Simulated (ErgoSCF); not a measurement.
# SF (SMILES F[S]) at UPBE0/cc-pVTZ

Aim: the electronic atomisation energy of SF at UPBE0/cc-pVTZ, from 3 runs. 

Program for the calculation: ErgoSCF 3.8.

20 further runs of the same task are left out: 12 that didn't finish, 8 set aside as unsound or not needed.

## Step 1: The structure to begin with

The species is SF (2 atoms), meant as a doublet with charge 0. SMILES: `F[S]`. Geometry: relaxed at PBE0-D4/def2-TZVP.

Bond lengths: F1–S2 1.594 Å.

## Step 2: The energy at UPBE0/cc-pVTZ

molecule.xyz reads:

```xyz
2

F      0.000000     0.000000     0.016120
S      0.000000     0.000000     1.610410
```

ergo.in reads:

```
# PBE0 on FS
set_nthreads("env")
spin_polarization = 1
scf.use_diagonalization = 1
XC.sparse_mode = 0
basis = "cc-pVTZ"
scf.convergence_threshold = 1e-06
scf.max_number_of_iterations = 120
scf.output_mulliken_pop = 1
XC.angint = 41
tmpdir = "."
XC.radint = 1e-11
molecule "molecule.xyz"
run "PBE0"
```

The basis set cc-pVTZ is read from a file made from the Basis Set Exchange's data (not shown).

Launch:

```
$ ergo < ergo.in
```

What it wrote:

```text
[...]
INDF Weighted mixed functional:
[...]
INSC Energy   1 =       -172.00788037245
[...]
INDE E_LUMO =         -0.15744347405
[...]
INSC Energy  18 =       -497.78101127524  ( diff     -0.000000000032628 )
[...]
RESC CONVERGED after  18 iterations.
RESC FINAL ENERGY:       -497.78101127524
RESC FINAL <S2> =          0.75497446707
[...]
INSC SCF: dipole_moment_x [atomic units] =       0.00000000
INSC SCF: dipole_moment_y [atomic units] =       0.00000000
INSC SCF: dipole_moment_z [atomic units] =       0.30494017
[...]
```

Wall time 49 s (1 thread of Arm Neoverse V1, shared host); peak memory 0.26 GiB.

## Step 3: The F atom, same level

input.ego reads:

```
set_nthreads("env")
molecule_inline
F  0.00000000 0.00000000 0.00000000
EOF
tmpdir = "."
XC.angint = 41
scf.convergence_threshold = 1e-06
scf.output_mulliken_pop = 1
charge = 0
XC.radint = 1e-11
spin_polarization = 1
scf.max_number_of_iterations = 120
XC.sparse_mode = 0
scf.use_diagonalization = 1
basis = "cc-pVTZ"
run "PBE0"
```

The basis set cc-pVTZ is read from a file made from the Basis Set Exchange's data (not shown).

Run the same way, it converges to -99.66904 Eh (log not shown).

## Step 4: The S atom

job.ego reads:

```
# S, PBE0
set_nthreads("env")
molecule_inline Angstrom
S  0.000000 0.000000 0.000000
EOF
scf.use_diagonalization = 1
scf.convergence_threshold = 1e-06
XC.sparse_mode = 0
charge = 0
XC.angint = 41
spin_polarization = 2
scf.max_number_of_iterations = 120
basis = "cc-pVTZ"
tmpdir = "."
scf.output_mulliken_pop = 1
XC.radint = 1e-11
run "PBE0"
```

The basis set cc-pVTZ is read from a file made from the Basis Set Exchange's data (not shown).

Run the same way, it converges to -397.98017 Eh (log not shown).

## Step 5: Results

Level: UPBE0/cc-pVTZ.

```
                     quantity          value
       molecule: total energy  -497.78101 Eh
      molecule: dipole moment         0.78 D
               molecule: ⟨S²⟩          0.755
         F atom: total energy   -99.66904 Eh
        F atom: dipole moment         0.00 D
                 F atom: ⟨S²⟩          0.752
         S atom: total energy  -397.98017 Eh
        S atom: dipole moment         0.00 D
                 S atom: ⟨S²⟩          2.005
electronic atomisation energy       3.586 eV
```

What this shows: Taking the molecule apart into free atoms costs 3.59 eV (346 kJ/mol), before zero-point energy and without spin-orbit coupling.
